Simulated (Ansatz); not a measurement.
**C6H11ClO2: up Jacob's ladder to CCSD(T)**

One table from this session's results is given with a row withheld; the runs are named, their logs left out.

Program: Ansatz 0.2.0, Gaussian basis. Level of theory: functionals in def2-TZVPP, the program's frozen cores in correlated methods. These are calculated values, not measurements.

Plan: LDA (SPW92), PBE-D4, revPBE-D4, BLYP-D4, r2SCAN-D4, B97M-V, PBE0-D4, B3LYP-D4, r2SCANh-D4, r2SCAN0-D4, HSE06-D4, BHLYP-D4, CAM-B3LYP-D4, LC-ωPBE, ωB97X-V, ωB97M-V, B2PLYP, PBE-QIDH; CCSD(T)/def2-SVP; CCSD(T)/def2-TZVPP; MP2/def2-QZVPP; extrapolation to the limit; RPA on PBE.

### Structure used throughout

All runs share one geometry, relaxed beforehand with PBE0-D4 in a triple-zeta def2 set.

SMILES `CCCOC(=O)CCCl`, 20 atoms, charge 0, spin multiplicity 1.

Atoms are counted from 1 here; the program's logs count them from 0.

Bond lengths: C1–C2 1.519 Å, C1–H10 1.093 Å, C1–H11 1.091 Å, C1–H12 1.093 Å, C2–C3 1.508 Å, C2–H13 1.094 Å, C2–H14 1.094 Å, C3–O4 1.433 Å, C3–H15 1.094 Å, C3–H16 1.094 Å, O4–C5 1.334 Å, C5–O6 1.203 Å, C5–C7 1.505 Å, C7–C8 1.509 Å, C7–H17 1.093 Å, C7–H18 1.093 Å, C8–Cl9 1.782 Å, C8–H19 1.088 Å and more. Angles: C2–C1–H10 111.4°, C2–C1–H11 111.0°, C2–C1–H12 111.4°, H10–C1–H11 107.7°, H10–C1–H12 107.6°, H11–C1–H12 107.7°, C1–C2–C3 111.4°, C1–C2–H13 110.3°, C1–C2–H14 110.3°, C3–C2–H13 109.0°, C3–C2–H14 109.0°, H13–C2–H14 106.7°, C2–C3–O4 108.1°, C2–C3–H15 111.7°, C2–C3–H16 111.7°, O4–C3–H15 109.0°, O4–C3–H16 109.0°, H15–C3–H16 107.4° and more.

The first run:

in.yaml

```yaml
crystal:
  periodic: [false, false, false]
  atoms:
    - {symbol: C, position_ang: [-2.832018, -1.673855, -1.566446]}
    - {symbol: C, position_ang: [-1.349238, -1.443174, -1.330752]}
    - {symbol: C, position_ang: [-1.116434, -0.339755, -0.330272]}
    - {symbol: O, position_ang: [0.297614, -0.182726, -0.162644]}
    - {symbol: C, position_ang: [0.681923, 0.760113, 0.698965]}
    - {symbol: O, position_ang: [-0.078212, 1.457298, 1.317576]}
    - {symbol: C, position_ang: [2.182288, 0.830793, 0.790425]}
    - {symbol: C, position_ang: [2.622879, 1.894864, 1.766090]}
    - {symbol: Cl, position_ang: [4.401441, 1.957202, 1.857411]}
    - {symbol: H, position_ang: [-3.318645, -0.773873, -1.951701]}
    - {symbol: H, position_ang: [-2.993372, -2.473356, -2.291385]}
    - {symbol: H, position_ang: [-3.342851, -1.956420, -0.642112]}
    - {symbol: H, position_ang: [-0.851438, -1.183489, -2.269797]}
    - {symbol: H, position_ang: [-0.875588, -2.359850, -0.966861]}
    - {symbol: H, position_ang: [-1.565596, -0.571556, 0.639600]}
    - {symbol: H, position_ang: [-1.541739, 0.609403, -0.668527]}
    - {symbol: H, position_ang: [2.584935, 1.023646, -0.207486]}
    - {symbol: H, position_ang: [2.561454, -0.151394, 1.084814]}
    - {symbol: H, position_ang: [2.253546, 1.694457, 2.769554]}
    - {symbol: H, position_ang: [2.279048, 2.881661, 1.463560]}
basis:
  gaussian: {orbitals: def2-TZVPP}
hamiltonian: {xc: lda}
output: {orbitals: {seedname: orbitals}}
```

Run with:

```sh
> ansatz run in.yaml --threads 4 --pin off --events-out ev --progress --plain --max-ram 66560MiB --backend cuda --devices 0, --max-vram 37GiB
```

Among the steps run: LDA; PBE-D4 (GGA); revPBE-D4 (GGA); BLYP-D4 (GGA); r2SCAN-D4 (meta-GGA); B97M-V (meta-GGA); PBE0-D4 (hybrid); B3LYP-D4 (hybrid); r2SCANh-D4 (hybrid); r2SCAN0-D4 (hybrid); HSE06-D4 (hybrid); BHLYP-D4 (hybrid); CAM-B3LYP-D4 (range-separated); LC-ωPBE (range-separated); ωB97X-V (range-separated); ωB97M-V (range-separated); B2PLYP (double hybrid); PBE-QIDH (double hybrid).

One table of the session follows, with a row left open; its other results are not shown here.

It belongs to the step «Frontier levels by functional». 

| functional | HOMO (eV) | gap (eV) |
| --- | --- | --- |
| LDA (SPW92) | -6.71 | 5.45 |
| PBE-D4 | -6.48 | 5.50 |
| revPBE-D4 | -6.39 | 5.52 |
| BLYP-D4 | -6.38 | 5.51 |
| r2SCAN-D4 | -6.83 | 6.10 |
| B97M-V | -6.98 | 6.36 |
| PBE0-D4 | -8.12 | 8.28 |
| B3LYP-D4 | -7.86 | 7.73 |
| r2SCANh-D4 | -7.45 | 7.14 |
| r2SCAN0-D4 | -8.36 | 8.68 |
| HSE06-D4 | ? | ? |
| BHLYP-D4 | -9.61 | 11.02 |
| CAM-B3LYP-D4 | -9.58 | 10.95 |
| LC-ωPBE | -10.93 | 13.56 |
| ωB97X-V | -10.59 | 13.14 |
| ωB97M-V | -10.51 | 12.81 |

**Question.** Estimate the row for HSE06-D4.

As computed: HOMO (eV): -7.71; gap (eV): 7.48. In the column «HOMO (eV)» it lies between B3LYP-D4 (-7.86) and r2SCANh-D4 (-7.45).
